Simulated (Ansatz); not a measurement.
# CH4SZn: small, medium and large basis sets

One table from this session's results is given with a row withheld; the runs are named, their logs left out.

Computed with Ansatz 0.2.0, Gaussian basis. Level: one geometry, several basis sets.

Levels to be run: PBE0-D4/def2-SVP; ωB97M-V/def2-SVP; PBE0-D4/def2-QZVPP; ωB97M-V/def2-QZVPP; the functionals' def2-TZVPP values are taken from earlier runs.

## The geometry

The geometry comes from an earlier relaxation with PBE0-D4 in a triple-zeta def2 set; it is a stationary point, not always the lowest conformer.

SMILES `C[S][ZnH]`, 7 atoms, charge 0, spin multiplicity 1.

Atoms are counted from 1 here; the program's logs count them from 0.

Bond lengths: C1–S2 1.825 Å, C1–H4 1.089 Å, C1–H5 1.089 Å, C1–H6 1.090 Å, S2–Zn3 2.170 Å, Zn3–H7 1.534 Å. Angles: S2–C1–H4 111.7°, S2–C1–H5 111.9°, S2–C1–H6 106.5°, H4–C1–H5 109.8°, H4–C1–H6 108.4°, H5–C1–H6 108.3°, C1–S2–Zn3 102.4°, S2–Zn3–H7 179.0°.

As a file:

```mol
CH4SZn
  3D, bonds by distance, orders not assigned

  7  6  0  0  0  0  0  0  0  0999 V2000
   -0.9216    0.6085   -0.2830 C   0  0
   -0.1872    0.0307    1.2845 S   0  0
    1.5703   -1.0462    0.6071 Zn  0  0
   -1.2283   -0.2232   -0.9157 H   0  0
   -0.2437    1.2606   -0.8322 H   0  0
   -1.8086    1.1827   -0.0158 H   0  0
    2.8191   -1.8131    0.1549 H   0  0
  1  2  8  0
  2  3  8  0
  1  4  8  0
  1  5  8  0
  1  6  8  0
  3  7  8  0
M  END
```

The first run:

Contents of in.yaml:

```yaml
crystal:
  periodic: [false, false, false]
  atoms:
    - {symbol: C, position_ang: [-0.921556, 0.608545, -0.282966]}
    - {symbol: S, position_ang: [-0.187233, 0.030692, 1.284537]}
    - {symbol: Zn, position_ang: [1.570270, -1.046237, 0.607104]}
    - {symbol: H, position_ang: [-1.228316, -0.223217, -0.915662]}
    - {symbol: H, position_ang: [-0.243714, 1.260558, -0.832176]}
    - {symbol: H, position_ang: [-1.808565, 1.182741, -0.015752]}
    - {symbol: H, position_ang: [2.819114, -1.813083, 0.154916]}
basis:
  gaussian: {orbitals: def2-SVP}
hamiltonian: {xc: pbe0, dispersion: d4}
output: {orbitals: {seedname: orbitals}}
```

The run is started by

```bash
> ansatz run in.yaml --threads 4 --pin off --events-out ev --progress --plain --max-ram 10444MiB
```

Steps of the session up to this table: PBE0-D4 in def2-SVP; ωB97M-V in def2-SVP; PBE0-D4 in def2-QZVPP; ωB97M-V in def2-QZVPP.

One of the session's tables, all rows but one given; the rest of the session is left out.

It belongs to the step «Functionals by basis». 

```
functional       basis  HOMO (eV)
   PBE0-D4    def2-SVP      -6.41
   PBE0-D4  def2-TZVPP          ?
   PBE0-D4  def2-QZVPP      -6.69
   ωB97M-V    def2-SVP      -8.55
   ωB97M-V  def2-TZVPP      -8.84
   ωB97M-V  def2-QZVPP      -8.87
```

Estimate the missing values for PBE0-D4, def2-TZVPP.

**Answer.** HOMO (eV): -6.67. In the column «HOMO (eV)» it lies between PBE0-D4, def2-QZVPP (-6.69) and PBE0-D4, def2-SVP (-6.41).
